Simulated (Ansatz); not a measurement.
VWC2 in Ansatz: the effect of functional

The system is VWC2.

```
CELL_PARAMETERS angstrom
1.50686 0.86999 4.90078
-1.50686 0.86999 4.90078
0.00000 -1.73997 4.90078
ATOMIC_POSITIONS crystal
W 0.00000 0.00000 0.00000
V 0.50000 0.50000 0.50000
C 0.24649 0.24649 0.24649
C 0.75351 0.75351 0.75351
```

The cell comes from a database or a generator and needn't be the stable form of this composition.

The cell isn't the ideal one: volume scaled by 0.98.

Alike in all runs:

| Property | Result |
| --- | --- |
| Program | Ansatz 0.2.0 |
| Task | single point |
| Potentials or basis | Ansatz PAW |
| k mesh | 10 × 10 × 10 |
| Occupations | fermi-dirac, width 0.05 eV |
| Spin | collinear spin, ferromagnetic start |
| Starting moments | [0.0, 2.0, 0.0, 0.0] μB |

```csv
functional,cutoff,pressure (GPa),moment (μB)
LDA,420 eV (not typed: the program's choice for these potentials),?,?
r2SCAN,500 eV (not typed: the program's choice for these potentials),2.1,0.35
PBE,420 eV (not typed: the program's choice for these potentials),4.9,0.00
```

Problem. What does the run with functional LDA give?

Solution. Pressure -10.4 GPa; moment 0.00 μB.

Caveats: the PAW data sets come from PBE, with cores solved anew for the run's functional, which leaves a small shift of forces and pressure (some runs); the starting moments weren't kept (some runs); the magnetic or orbital state may not be the lowest (some runs).
